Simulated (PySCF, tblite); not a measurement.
# C5H8F2O2Si: geometry, infrared bands and NMR shifts

Wanted: the infrared bands and NMR shifts of C5H8F2O2Si (`C=C(CC(=O)O[SiH3])C(F)F`), by calculation.

Computed with tblite 0.8.0 and PySCF 2.14.0, with density-fitted response routines of our own, on a single molecule in the gas phase. Atoms count from 0, in the outputs and in this text.

## (1) The molecule as given

18 atoms, charge 0, multiplicity 1; geometry from: force field or distance geometry start.

Bonds of the start (Å): C0–C1 1.35, C1–C2 1.49, C2–C3 1.47, C3–O4 1.25, C3–O5 1.40, O5–Si6 1.74, C1–C7 1.47, C7–F8 1.38, C7–F9 1.39, C0–H10 1.09, C0–H11 1.08, C2–H12 1.10, C2–H13 1.13, Si6–H14 1.47, Si6–H15 1.49, Si6–H16 1.46, C7–H17 1.09.

## (2) Geometry optimisation with GFN2-xTB

Job settings and geometry (Å):

```
{"job": {"kind": "relax", "xc": "GFN2-xTB", "basis": "xTB"}, "charge": 0, "multiplicity": 1}
C     -2.141700    -1.441700     0.351100
C     -1.548800    -0.344600    -0.157400
C     -0.438400    -0.595400    -1.114000
C      0.791100    -0.021200    -0.551600
O      0.902100     0.529200     0.561700
O      1.947400    -0.142800    -1.323800
Si     3.432200     0.506800    -0.694100
C     -2.014600     0.969100     0.302800
F     -3.058000     0.876800     1.196600
F     -2.341000     1.747200    -0.800600
H     -2.965100    -1.352900     1.065600
H     -1.829400    -2.430200     0.039100
H     -0.339600    -1.667600    -1.358400
H     -0.767200    -0.038000    -2.045400
H      3.306500     1.935200    -0.385600
H      3.770500    -0.262300     0.535400
H      4.471400     0.256300    -1.694800
H     -1.186000     1.482600     0.797200
```

Run with:

```bash
OMP_NUM_THREADS=1 python probes_run.py task.json out
```

This one command runs all jobs of the session in turn.

**Question.** This job is followed by: GFN2-xTB harmonic vibrations, gas phase; GIAO PBE0/pcSseg-1 NMR shielding, non-relativistic, gas phase. What will the session give for the following? strongest single infrared mode (GFN2-xTB); zero-point energy (GFN2-xTB); 13C shifts against TMS (PBE0/pcSseg-1); 1H shifts against TMS (PBE0/pcSseg-1, means over atoms taken as alike); 17O shifts against H2O (PBE0/pcSseg-1); 29Si shifts against TMS (PBE0/pcSseg-1); 19F shifts against CFCl3 (PBE0/pcSseg-1, means over atoms taken as alike); surface potential, 1st and 99th percentile.

The runs gave:

| quantity | value |
| --- | --- |
| strongest single infrared mode (GFN2-xTB) | 1190 cm⁻¹, 396 km/mol |
| zero-point energy (GFN2-xTB) | 74.5 kcal/mol |
| 13C shifts against TMS (PBE0/pcSseg-1) | 178.7, 147.2, 124.0, 120.5, 42.3 ppm |
| 1H shifts against TMS (PBE0/pcSseg-1, means over atoms taken as alike) | 7.32, 5.96, 5.59, 4.85, 3.47 ppm |
| 17O shifts against H2O (PBE0/pcSseg-1) | 449.3, 187.0 ppm |
| 29Si shifts against TMS (PBE0/pcSseg-1) | -38.3 ppm |
| 19F shifts against CFCl3 (PBE0/pcSseg-1, means over atoms taken as alike) | -151.5 ppm |
| surface potential, 1st and 99th percentile | -1.25 V and 1.71 V |

**Reading.** Relaxing lowered the energy by 0.740 eV in 75 steps; the close pair that moved most is C3–O5, from 1.396 to 1.319 Å. All 48 modes are real, so the xTB geometry is a minimum. The strongest single mode, at 1190 cm⁻¹, moves mainly C3 and O5. Unscaled tight-binding wavenumbers are off by several per cent, some by more. Its intensities can rank the bands wrongly. H17 (hydrogen on an allylic sp3 CH bonded to 2 F) lies farthest downfield among hydrogen, at 7.32 ppm; its carbon carries F, which withdraws density. At PBE0/pcSseg-1: The widest tensor belongs to O4: span 662 ppm, with a paramagnetic part of -518 ppm. At PBE0/pcSseg-1, counted by nearest atom on the grid, the HOMO lies on C0, C1 about 29 % each; O4 13 %, the LUMO on C0, C1 about 22 % each; C3 13 %.
